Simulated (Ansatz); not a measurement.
Task: energies of removing a hydrogen of C₃H₄OSi, SMILES C#C[SiH2]C=O, with the Python package of Ansatz (0.2.0). Give the script and its output. Settings (for the species named): B3LYP, def2-SVP basis, multiplicity 1.

```xyz
9

C     2.1704    0.0161    1.3423
C     1.2122   -0.1601    0.5719
Si   -0.2363   -0.5015   -0.6322
C    -1.5792    0.6592   -0.3290
O    -2.6533    0.5422   -1.0385
H     2.9295    0.2662    1.9995
H     0.3495   -0.3632   -2.0008
H    -0.5648   -1.9104   -0.4543
H    -1.5394    1.4052    0.5241
```

The script, `bde_c3h4osi.py`:
```python
"""Cost of removing each kind of hydrogen from C3H4OSi, fragments frozen."""

import logging
import sys

import ansatz

logging.basicConfig(stream=sys.stdout, format="%(name)s: %(message)s")
log = logging.getLogger("c3h4osi")
log.setLevel(logging.INFO)

BASIS_SET = "def2-SVP"
XC = "B3LYP"


def total_energy(molecule, charge=0, unpaired=0):
    calc = molecule.calculation().basis(gaussian=BASIS_SET).functional(XC).scf(lower_state_search="off")
    if charge:
        calc = calc.charge(charge)
    if unpaired:
        calc = calc.spin("collinear", total=unpaired)
    return calc.run().report["free_energy_ev"]

def without(molecule, index):
    rest = ansatz.Crystal.molecule()
    for i, site in enumerate(molecule.cartesian_sites):
        if i != index:
            rest = rest.atom(site.symbol, site.position_ang)
    return rest

geometry_ang = [
    ("C", [2.1704, 0.0161, 1.3423]),
    ("C", [1.2122, -0.1601, 0.5719]),
    ("Si", [-0.2363, -0.5015, -0.6322]),
    ("C", [-1.5792, 0.6592, -0.329]),
    ("O", [-2.6533, 0.5422, -1.0385]),
    ("H", [2.9295, 0.2662, 1.9995]),
    ("H", [0.3495, -0.3632, -2.0008]),
    ("H", [-0.5648, -1.9104, -0.4543]),
    ("H", [-1.5394, 1.4052, 0.5241]),
]
mol = ansatz.Crystal.molecule()
for symbol, xyz in geometry_ang:
    mol = mol.atom(symbol, xyz)

whole = total_energy(mol, 0)
hydrogen = total_energy(ansatz.Crystal.molecule().atom("H", (0, 0, 0)), 0, 1)
log.info(f"E(molecule) = {whole:.5f} eV, E(H) = {hydrogen:.5f} eV")
for index in [5, 7, 8]:
    radical = total_energy(without(mol, index), 0, 1)
    log.info(f"H{index}: homolysis {23.060548 * (radical + hydrogen - whole):.1f} kcal/mol")
```

Running `python bde_c3h4osi.py` prints:
```text
c3h4osi: E(molecule) = -13091.74427 eV, E(H) = -13.63995 eV
c3h4osi: H5: homolysis 135.6 kcal/mol
c3h4osi: H7: homolysis 88.3 kcal/mol
c3h4osi: H8: homolysis 90.9 kcal/mol
```

What to keep in mind:
- The settings weren't tested for convergence.
- The geometry is a force-field or estimated start, not a minimum of this method, and the basis set is short of its limit. All parts are taken at fixed geometry, without zero-point energy.
- b3lyp holds the VWN-RPA fit, as in Gaussian; the form of ORCA and Turbomole is b3lyp5.
- It ran for 14 s on 1 thread of Intel(R) Xeon(R) Platinum 8259CL CPU @ 2.50GHz (Skylake/Cascade Lake), on a shared host, peak memory 0.23 GiB.
